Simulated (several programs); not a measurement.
SnSe (started from an entry of an open crystallographic database), relaxed with r2SCAN+rVV10 in Ansatz, was computed with several methods. The symmetry is Pnma (No. 62, orthorhombic); conventional cell a = 11.579 Å, b = 4.127 Å, c = 4.567 Å, 27.28 Å³ an atom. Sn has 3 Se at 2.75–2.77 Å; Se has 3 Sn at 2.75–2.77 Å. The values are computed, spin-unpolarised.

```cif
data_structure
_symmetry_space_group_name_H-M 'Pnma'
_symmetry_Int_Tables_number 62
_cell_length_a 11.5795
_cell_length_b 4.1271
_cell_length_c 4.5667
_cell_angle_alpha 90.000
_cell_angle_beta 90.000
_cell_angle_gamma 90.000
_cell_volume 218.24
loop_
_atom_site_label
_atom_site_type_symbol
_atom_site_symmetry_multiplicity
_atom_site_Wyckoff_symbol
_atom_site_fract_x
_atom_site_fract_y
_atom_site_fract_z
_atom_site_occupancy
Sn1 Sn 4 c 0.11879 0.25000 0.11294 1
Se1 Se 4 c 0.35315 0.25000 0.01199 1
```

Gaps and times are for a single point on this cell; volume and bulk modulus come from each method's own relaxation or energy curve at fixed shape, which is too stiff where a cell has free coordinates or axes. Times are rough, from shared hosts (AMD EPYC 7R13 Processor; Arm Neoverse N1; Arm Neoverse V2), and each method has its own mesh and cell size. A double dagger marks a value from a curve with shape and coordinates held. PM6 (MOPAC), PM7 (MOPAC), GFN1-xTB (tblite) treat a cluster of cells at its zone centre, which samples few k points: where these miss a band edge, the gap comes out too large for that reason alone. Gaps from k meshes are read at a limited set of points (mesh, symmetry points, PBE's band edges), so each method's own least gap may be somewhat smaller. xTB and the PM methods were fitted mostly to molecules, and can miss a solid's gap by electronvolts. Minimal bases can be far off for gaps. Times of the plane-wave ladder aren't listed, since it ran on unlike processors and cards. Curves at held shape can't give the bulk modulus of a layered or molecular crystal, so none is listed. d marks a direct gap, i an indirect one (no mark: not told apart), a dash a value that wasn't computed or didn't pass its checks.

| method | kind | gap (eV) | own volume (Å³/atom) | bulk modulus (GPa) | atoms computed | processor time |
| --- | --- | --- | --- | --- | --- | --- |
| PBE-D3(BJ) | semilocal | – | 26.37 | – | 8 | – |
| r2SCAN+rVV10 | semilocal | – | 27.28 | – | 8 | – |
| PBE-D4 | semilocal | – | 27.89 | – | 8 | – |
| PM7 (MOPAC) | semi-empirical | 4.48 | – | – | cluster | 1.9 s |
| GFN1-xTB (tblite) | tight binding | 1.62 | – | – | cluster | 2.2 s |
| PM6 (MOPAC) | semi-empirical | 4.08 | – | – | cluster | 2.3 s |
| light PBE (260 eV and a coarse mesh) | light plane-wave | 0.61 i | – | – | 8 | 11 s |
| PBE/SZV (CP2K) | small basis | 0.78 i | – | – | 8 | 16 s |
| PBE/DZVP (CP2K) | small basis | 0.61 i | 28.86‡ | – | 8 | 38 s |
| LDA | semilocal | 0.57 i | – | – | 8 | – |
| PBE | semilocal | 0.64 i | – | – | 8 | – |
| HSE06 | hybrid | 1.06 i | – | – | 8 | – |
| r2SCAN | semilocal | 0.92 i | – | – | 8 | – |
| PBE+SOC | semilocal | 0.60 i | – | – | 8 | – |
| PBE0 | hybrid | 1.54 i | – | – | 8 | – |
| r2SCAN0 | hybrid | 1.77 i | – | – | 8 | – |

**Question.** How far from the measured values lie the methods that can be set against them?

**Answer.**
- Band gap, measured 0.89 eV: PM7 (MOPAC) +3.59 eV, GFN1-xTB (tblite) +0.73 eV, PM6 (MOPAC) +3.19 eV, light PBE (260 eV and a coarse mesh) -0.28 eV, PBE/SZV (CP2K) -0.11 eV, PBE/DZVP (CP2K) -0.28 eV, LDA -0.32 eV, PBE -0.25 eV, HSE06 +0.17 eV, r2SCAN +0.03 eV, PBE+SOC -0.29 eV, PBE0 +0.65 eV, r2SCAN0 +0.88 eV.
- Volume, measured 26.53 Å³ an atom: PBE-D3(BJ) -0.6 %, r2SCAN+rVV10 +2.8 %, PBE-D4 +5.1 %.
The calculations are for a static lattice; samples hold vibrations, temperature and, in optical gaps, excitons. A measured value is shown where most reports agree with it, and only for the quantities listed. Sources: 0.89 eV (fundamental indirect gap at room temperature; 300 K; “Linear dichroism of the optical properties of SnS and SnSe van der Waals crystals”; room-temperature indirect absorption onset from Tauc extrapolation; 0.99 eV at 20 K; 2024; arxiv:2409.17412); 31.1 GPa (B0 from Davis-Gordon EOS fit to measured P-V data (range up to 27 GPa, across the continuous transition), V0 fixed; “Structural Changes in Thermoelectric SnSe at High Pressures”; Depends on equation of state: Birch fit to the same data gives about 35 GPa; fit range spans the continuous transition; 2014; arxiv:1411.6528); 26.53 Å³ an atom (from the lattice constants; zero-pressure a, Pnma setting (stacking axis); “Structural Changes in Thermoelectric SnSe at High Pressures”; 2014; arxiv:1411.6528).

Only the rows marked +SOC include spin-orbit coupling.
